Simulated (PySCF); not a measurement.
# C4H3FN2: the cost of one run

Computed with PySCF 2.14.0, with density-fitted response routines of our own, on a single molecule, in the gas phase or a continuum. Atoms are numbered from 0 throughout.

**1. Starting geometry**

10 atoms, charge 0, multiplicity 1; geometry from: GFN2-xTB. The atoms were then displaced at random by about 0.01 Å, so the start is not that level's minimum.

Bonds of the start (Å): F0–C1 1.33, C1–C2 1.40, C2–N3 1.37, N3–C4 1.30, C4–C5 1.38, C5–N6 1.32, N6–C1 1.33, C2–H7 1.05, C4–H8 1.09, C5–H9 1.08.

**2. Geometry optimisation at PBE0-D3(BJ)/def2-TZVP**

What the job is given:

```
{"job": {"xc": "PBE0", "basis": "def2-TZVP", "d3": "d3bj", "grid": 2, "shake": 0.01, "kind": "geom"}, "charge": 0, "multiplicity": 1}
F     -2.083070    -1.570930     0.177900
C     -1.032370    -0.766350     0.081800
C     -1.189560     0.619960     0.016160
N     -0.065320     1.391020    -0.068510
C      1.083960     0.787520    -0.104650
C      1.203930    -0.582060    -0.034710
N      0.149050    -1.368400     0.057010
H     -2.119500     1.110960     0.044980
H      1.943050     1.451300    -0.148380
H      2.160260    -1.093930    -0.042660
```

Command:

```
> OMP_NUM_THREADS=1 python probes_run.py task.json out
```

The driver reads the jobs from task.json and runs them one after another.

**Question.** How long does this first job take on 1 thread of Intel Xeon Platinum 8259CL at 2.50GHz, shared host, and how much memory does it need?

About 7.3 min, with a peak of 1.2 GiB.
